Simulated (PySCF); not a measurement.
**[Bi(H2O)6]3+: other functionals and bases at one geometry**

One table from this session's results is given with a row withheld; the runs are named, their logs left out.

The runs use PySCF 2.14.0; several levels, as the steps say, no spin–orbit coupling.

5 further runs of the same task are left out: 2 for a known fault of the program, 2 that didn't finish, 1 set aside as unsound or not needed.

**The system as given**

19 atoms, charge 3, spin multiplicity 1.

Bond lengths: Bi1–O2 2.420 Å, Bi1–O5 2.420 Å, Bi1–O8 2.420 Å, Bi1–O11 2.420 Å, Bi1–O14 2.420 Å, Bi1–O17 2.420 Å, O2–H3 0.979 Å, O2–H4 0.979 Å, O5–H6 0.979 Å, O5–H7 0.979 Å, O8–H9 0.979 Å, O8–H10 0.979 Å, O11–H12 0.979 Å, O11–H13 0.979 Å, O14–H15 0.979 Å, O14–H16 0.979 Å, O17–H18 0.979 Å, O17–H19 0.979 Å. Angles: O2–Bi1–O5 180.0°, O2–Bi1–O8 90.0°, O2–Bi1–O11 90.0°, O2–Bi1–O14 90.0°, O2–Bi1–O17 90.0°, O5–Bi1–O8 90.0°, O5–Bi1–O11 90.0°, O5–Bi1–O14 90.0°, O5–Bi1–O17 90.0°, O8–Bi1–O11 90.0°, O8–Bi1–O14 180.0°, O8–Bi1–O17 90.0°, O11–Bi1–O14 90.0°, O11–Bi1–O17 180.0°, O14–Bi1–O17 90.0°, Bi1–O2–H3 127.2°, Bi1–O2–H4 127.2°, H3–O2–H4 105.5° and more.

Geometry (Å):

```
Bi    0.00000    0.00000    0.00000
O     0.00000    0.00000    2.42022
H     0.77940   -0.00010    3.01242
H    -0.77940    0.00010    3.01242
O     0.00000    0.00000   -2.42022
H     0.77940    0.00010   -3.01242
H    -0.77940   -0.00010   -3.01242
O     2.42038    0.00000    0.00000
H     3.01260   -0.77924   -0.00490
H     3.01260    0.77924    0.00490
O     0.00000    2.42033    0.00000
H    -0.00364    3.01254    0.77934
H     0.00364    3.01254   -0.77934
O    -2.42038    0.00000    0.00000
H    -3.01260    0.77924   -0.00490
H    -3.01260   -0.77924    0.00490
O     0.00000   -2.42033    0.00000
H     0.00364   -3.01254    0.77934
H    -0.00364   -3.01254   -0.77934
```

Formal oxidation states: Bi +3. An earlier session relaxed this geometry at r2SCAN, Bi def2-SVP with ECP60, O def2-SVP, H def2-SVP (singlet, point group T).

At r2SCAN on the finer grid: E = -671.670522 Eh, HOMO -20.99 eV, LUMO -14.58 eV, Mulliken charge on Bi1 +1.58 e, largest force component 0.079 eV/Å. 

Levels to run: CAM-B3LYP; revPBE; HF; B3LYP; r2SCAN, TZVP. Hardware: 4 threads of Arm Neoverse V1, shared host.

The first run:

run.py (the lines that set the calculation) reads:

```python
mol = gto.M(atom='''
Bi     0.00000     0.00000     0.00000
O      0.00000     0.00000     2.42022
H      0.77940    -0.00010     3.01242
H     -0.77940     0.00010     3.01242
O      0.00000     0.00000    -2.42022
H      0.77940     0.00010    -3.01242
H     -0.77940    -0.00010    -3.01242
O      2.42038     0.00000     0.00000
H      3.01260    -0.77924    -0.00490
H      3.01260     0.77924     0.00490
O      0.00000     2.42033     0.00000
H     -0.00364     3.01254     0.77934
H      0.00364     3.01254    -0.77934
O     -2.42038     0.00000     0.00000
H     -3.01260     0.77924    -0.00490
H     -3.01260    -0.77924     0.00490
O      0.00000    -2.42033     0.00000
H      0.00364    -3.01254     0.77934
H     -0.00364    -3.01254    -0.77934''',
    basis={'Bi': 'def2-SVP', 'O': 'def2-SVP', 'H': 'def2-SVP'},
    ecp={'Bi': 'def2-SVP'},
    charge=3, spin=0)
mf = dft.RKS(mol, xc='CAMB3LYP')
mf.grids.atom_grid = (75, 302)
mf = mf.density_fit()  # fitting sets: Bi def2-universal-JKFIT, O def2-universal-JKFIT, H def2-universal-JKFIT
mf.conv_tol = 1e-08; mf.max_cycle = 55
mf.kernel(dm0)  # dm0: the density of the relaxed state
```

Launch:

```console
> OMP_NUM_THREADS=4 python run.py
```

Among the steps run: CAM-B3LYP; revPBE; HF; B3LYP; r2SCAN, TZVP.

One table of the session follows, with a row left open; its other results are not shown here.

| level | HOMO (eV) | gap (eV) | charge on Bi1 (e) | largest force component (eV/Å) |
| --- | --- | --- | --- | --- |
| r2SCAN (relaxed here) | -20.99 | 6.41 | 1.58 | 0.08 |
| CAM-B3LYP | -23.78 | 10.78 | 1.59 | 0.07 |
| revPBE | -20.44 | 5.72 | 1.48 | 0.28 |
| HF | -25.69 | 15.06 | 2.07 | 1.29 |
| B3LYP | ? | ? | ? | ? |
| r2SCAN, TZVP | -21.19 | 6.37 | 1.73 | 0.16 |

Estimate the missing values for B3LYP.

As computed: HOMO (eV): -22.10; gap (eV): 7.84; charge on Bi1 (e): 1.57; largest force component (eV/Å): 0.04. In the column «HOMO (eV)» it lies between CAM-B3LYP (-23.78) and r2SCAN, TZVP (-21.19).

In one basis the HOMO–LUMO gap runs from 5.72 eV (revPBE) to 15.06 eV (HF). The largest leftover force, 1.29 eV/Å with HF, stands at a geometry relaxed at another level. Total energies of different levels can't be compared.
